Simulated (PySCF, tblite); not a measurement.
# C₈H₁₃FSi: geometry, infrared bands and NMR shifts

Aim: predict the infrared bands and NMR shifts of C₈H₁₃FSi (`C#CC[C@@](F)([SiH2]C)C(=C)C`).

Computed with tblite 0.8.0 and PySCF 2.14.0, with density-fitted response routines of our own, on a single molecule in the gas phase. Atoms are numbered from 0 throughout.

## (1) The starting structure

23 atoms, charge 0, multiplicity 1; geometry from: force field or distance geometry start.

Bonds of the start (Å): C0–C1 1.18, C1–C2 1.50, C2–C3 1.55, C3–F4 1.36, C3–Si5 1.96, Si5–C6 1.86, C3–C7 1.54, C7–C8 1.35, C7–C9 1.51, C0–H10 1.08, C2–H11 1.10, C2–H12 1.09, Si5–H13 1.49, Si5–H14 1.48, C6–H15 1.08, C6–H16 1.10, C6–H17 1.09, C8–H18 1.08, C8–H19 1.08, C9–H20 1.10, C9–H21 1.09, C9–H22 1.10.

## (2) Geometry optimisation with GFN2-xTB

The job: settings as JSON, then the geometry in Å.

```
{"job": {"kind": "relax", "xc": "GFN2-xTB", "basis": "xTB"}, "charge": 0, "multiplicity": 1}
C     -1.983000     2.910900    -0.548900
C     -1.111000     2.235700    -0.119600
C     -0.006600     1.393000     0.436100
C      0.144100     0.052400    -0.318300
F      0.537200     0.342700    -1.587900
Si     1.658600    -0.960900     0.395000
C      3.252100    -0.047700     0.086700
C     -1.130600    -0.802800    -0.343500
C     -1.652400    -1.246400    -1.509200
C     -1.833800    -1.118800     0.959500
H     -2.779800     3.513500    -0.946300
H     -0.189200     1.232300     1.506600
H      0.908100     1.976600     0.356000
H      1.480700    -1.145100     1.861500
H      1.731900    -2.304000    -0.219600
H      3.405600     0.115200    -0.967600
H      4.106900    -0.615000     0.474700
H      3.249700     0.919500     0.585000
H     -1.185400    -1.010600    -2.456100
H     -2.564300    -1.829100    -1.542000
H     -2.160800    -0.192900     1.455400
H     -2.720900    -1.735900     0.806100
H     -1.161800    -1.655800     1.646300
```

Run with:

```
> OMP_NUM_THREADS=1 python probes_run.py task.json out
```

This one command runs all jobs of the session in turn.

**Question.** This job is followed by: GFN2-xTB harmonic vibrations, gas phase; GIAO PBE0/pcSseg-1 NMR shielding, non-relativistic, gas phase. Predict these results of the whole session: strongest single infrared mode (GFN2-xTB); zero-point energy (GFN2-xTB); 13C shifts against TMS (PBE0/pcSseg-1); 1H shifts against TMS (PBE0/pcSseg-1, means over atoms taken as alike); 19F shifts against CFCl3 (PBE0/pcSseg-1); 29Si shifts against TMS (PBE0/pcSseg-1); surface potential, 1st and 99th percentile.

**Answer**, as computed:

```
                                                              quantity                                                     value
                             strongest single infrared mode (GFN2-xTB)                                     2208 cm⁻¹, 326 km/mol
                                          zero-point energy (GFN2-xTB)                                            111.5 kcal/mol
                                13C shifts against TMS (PBE0/pcSseg-1)     152.7, 117.1, 100.4, 84.2, 77.9, 27.7, 22.4, -9.9 ppm
1H shifts against TMS (PBE0/pcSseg-1, means over atoms taken as alike)  5.53, 5.40, 4.37, 4.05, 2.89, 2.55, 1.89, 1.40, 0.31 ppm
                              19F shifts against CFCl3 (PBE0/pcSseg-1)                                                -205.9 ppm
                               29Si shifts against TMS (PBE0/pcSseg-1)                                                 -28.7 ppm
                                 surface potential, 1st and 99th percentile                                        -1.24 V and 1.17 V
```

Relaxing lowered the energy by 0.234 eV in 100 steps; the close pair that moved most is C1–C2, from 1.496 to 1.449 Å. All 63 modes are real, so the xTB geometry is a minimum. The strongest single mode, at 2208 cm⁻¹, moves mainly H13. GFN2-xTB is a fitted tight-binding method: band positions and strengths are rough. Its intensities can rank the bands wrongly. The most deshielded carbon is C7 (fully substituted alkene carbon), at 152.7 ppm: the olefinic region. At PBE0/pcSseg-1: The largest span, 288 ppm, is at C1, where the paramagnetic term is -157 ppm.
